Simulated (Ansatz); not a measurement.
# SiTi: the cost of one run

The runs use Ansatz 0.2.0, Gaussian basis; def2-TZVPP, core rule «outside noble gas», up to 14 orbitals frozen.

Plan: UHF; ROHF; CCSD(T) on UHF.

### 1 The system

The geometry is a PBE0/def2-TZVP stationary point (not a proven minimum) of the parent state, kept for this charge and spin.

2 atoms, charge 1, spin multiplicity 4.

Atoms are counted from 1 here; the program's logs count them from 0.

Bond lengths: Ti1–Si2 2.483 Å.

### 2 UHF

File in.yaml:

```yaml
crystal:
  periodic: [false, false, false]
  atoms:
    - {symbol: Ti, position_ang: [0.000000, 0.000000, 0.000000]}
    - {symbol: Si, position_ang: [0.000000, 0.000000, 2.483200]}
basis:
  gaussian: {orbitals: def2-TZVPP}
total_charge: 1
magnetization: {spin_polarized: true, initial_magnetization: 3}
hamiltonian: {xc: hf}
output: {orbitals: {seedname: orbitals}}
```

On the command line:

```bash
$ ansatz run in.yaml --threads 1 --pin off --events-out ev --progress --plain --max-ram 4096MiB --backend cpu
```

**Question.** How long does this run take on 1 thread of AMD EPYC 7R13, shared host, and how much memory does it need?

About 53 s, with a peak of 0.31 GiB.
